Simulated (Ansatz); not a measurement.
**Phenacyltetrahydrothiophenium (C12H15OS+): the relaxed shape and its frontier levels**

Aim: characterise phenacyltetrahydrothiophenium (C12H15OS+) as a singlet: its structure, frontier levels and distribution of charge.

Program: Ansatz 0.2.0, Gaussian basis. Level of theory: RKS PBE0-D4/def2-TZVP. These are calculated values, not measurements.

Plan: relaxation at PBE-D4/def2-SVP; a single point at PBE0-D4/def2-TZVP.

3 further runs of the same task are left out: 3 that didn't finish.

### Step 1. Starting geometry

SMILES `O=C(C[S+]1CCCC1)c1ccccc1`, 29 atoms, charge 1, spin multiplicity 1.

Atoms are counted from 1 here; the program's logs count them from 0.

Bond lengths: O1–C2 1.221 Å, C2–C3 1.526 Å, C2–C9 1.448 Å, C3–S4 1.834 Å, C3–H15 1.090 Å, C3–H16 1.089 Å, S4–C5 1.833 Å, S4–C8 1.830 Å, C5–C6 1.519 Å, C5–H17 1.086 Å, C5–H18 1.089 Å, C6–C7 1.524 Å, C6–H19 1.091 Å, C6–H20 1.089 Å, C7–C8 1.521 Å, C7–H21 1.090 Å, C7–H22 1.089 Å, C8–H23 1.087 Å and more. Angles: O1–C2–C3 114.0°, O1–C2–C9 125.2°, C3–C2–C9 120.8°, C2–C3–S4 99.9°, C2–C3–H15 112.6°, C2–C3–H16 113.9°, S4–C3–H15 108.5°, S4–C3–H16 111.3°, H15–C3–H16 110.2°, C3–S4–C5 100.2°, C3–S4–C8 102.3°, C5–S4–C8 93.1°, S4–C5–C6 106.7°, S4–C5–H17 109.8°, S4–C5–H18 105.7°, C6–C5–H17 114.3°, C6–C5–H18 111.0°, H17–C5–H18 108.9° and more.

Coordinates:

```xyz
29
C12H15OS
O     0.0069   -0.9151    1.6088
C    -0.6348   -0.2813    0.7855
C     0.1703    0.7989    0.0694
S     1.7543    0.6715    0.9850
C     2.7779    1.8563    0.0314
C     3.3902    1.0764   -1.1199
C     3.7659   -0.2793   -0.5338
C     2.5384   -0.7877    0.2061
C    -2.0375   -0.4814    0.4855
C    -2.7422   -1.4301    1.2411
C    -4.0857   -1.6421    1.0128
C    -4.7408   -0.9223    0.0234
C    -4.0494    0.0108   -0.7393
C    -2.7077    0.2386   -0.5123
H    -0.2387    1.7970    0.2232
H     0.3124    0.6107   -0.9934
H     2.1713    2.7035   -0.2749
H     3.5470    2.2029    0.7204
H     2.6744    0.9567   -1.9348
H     4.2622    1.5967   -1.5130
H     4.6000   -0.1616    0.1584
H     4.0632   -0.9873   -1.3058
H     1.8086   -1.2434   -0.4588
H     2.7696   -1.4886    1.0043
H    -2.2113   -1.9790    2.0036
H    -4.6253   -2.3664    1.6027
H    -5.7925   -1.0851   -0.1550
H    -4.5635    0.5615   -1.5118
H    -2.1833    0.9692   -1.1088
```

The ion is computed in the gas phase, without counter-ions or solvent.

The start is a GFN2-xTB geometry.

### Step 2. Relaxation at PBE-D4/def2-SVP

in.yaml reads:

```yaml
crystal:
  periodic: [false, false, false]
  atoms:
    - {symbol: O, position_ang: [0.006940, -0.915100, 1.608840]}
    - {symbol: C, position_ang: [-0.634760, -0.281270, 0.785530]}
    - {symbol: C, position_ang: [0.170270, 0.798890, 0.069410]}
    - {symbol: S, position_ang: [1.754340, 0.671500, 0.984980]}
    - {symbol: C, position_ang: [2.777870, 1.856270, 0.031410]}
    - {symbol: C, position_ang: [3.390210, 1.076380, -1.119910]}
    - {symbol: C, position_ang: [3.765880, -0.279290, -0.533760]}
    - {symbol: C, position_ang: [2.538440, -0.787700, 0.206140]}
    - {symbol: C, position_ang: [-2.037530, -0.481400, 0.485510]}
    - {symbol: C, position_ang: [-2.742210, -1.430110, 1.241110]}
    - {symbol: C, position_ang: [-4.085750, -1.642150, 1.012830]}
    - {symbol: C, position_ang: [-4.740770, -0.922290, 0.023430]}
    - {symbol: C, position_ang: [-4.049360, 0.010800, -0.739340]}
    - {symbol: C, position_ang: [-2.707730, 0.238590, -0.512350]}
    - {symbol: H, position_ang: [-0.238680, 1.796990, 0.223230]}
    - {symbol: H, position_ang: [0.312370, 0.610680, -0.993420]}
    - {symbol: H, position_ang: [2.171310, 2.703550, -0.274940]}
    - {symbol: H, position_ang: [3.547000, 2.202890, 0.720370]}
    - {symbol: H, position_ang: [2.674420, 0.956740, -1.934800]}
    - {symbol: H, position_ang: [4.262250, 1.596740, -1.512980]}
    - {symbol: H, position_ang: [4.599990, -0.161610, 0.158370]}
    - {symbol: H, position_ang: [4.063190, -0.987310, -1.305840]}
    - {symbol: H, position_ang: [1.808570, -1.243380, -0.458820]}
    - {symbol: H, position_ang: [2.769580, -1.488620, 1.004260]}
    - {symbol: H, position_ang: [-2.211270, -1.978960, 2.003650]}
    - {symbol: H, position_ang: [-4.625300, -2.366430, 1.602690]}
    - {symbol: H, position_ang: [-5.792520, -1.085070, -0.154990]}
    - {symbol: H, position_ang: [-4.563480, 0.561490, -1.511830]}
    - {symbol: H, position_ang: [-2.183260, 0.969190, -1.108820]}
basis:
  gaussian: {orbitals: def2-SVP}
total_charge: 1
hamiltonian: {xc: pbe, dispersion: d4}
scf: {lower_state_search: "off"}
output: {orbitals: {seedname: orbitals}}
relax: {f_tol: 0.03, max_steps: 70}
```

Command:

```console
> ansatz run in.yaml --threads 4 --pin off --events-out ev --progress --plain --max-ram 6963MiB
```

Further steps of the session: Single point, PBE0-D4/def2-TZVP.

Before running them: what should the planned runs give, taken together? Wanted: point group; commonest bond, hydrogen aside; HOMO, LUMO at PBE0-D4/def2-TZVP.

The runs gave:

```
                       quantity                           value
                    point group                              C1
 commonest bond, hydrogen aside  C–C, 11 of mean length 1.458 Å
HOMO, LUMO at PBE0-D4/def2-TZVP                -10.60, -5.45 eV
```

In words: The molecule keeps its bonding pattern by the stored test; the atoms moved 0.14 Å (rms). No usable vibrations, so a minimum isn't proven. The HOMO lies nearest to C10, C13 about 26 % each; C11, C14 about 14 % each and the LUMO to C2 29 %; O1 20 %. The point group is read from a loosely relaxed geometry; soft torsions can leave it below the true symmetry.
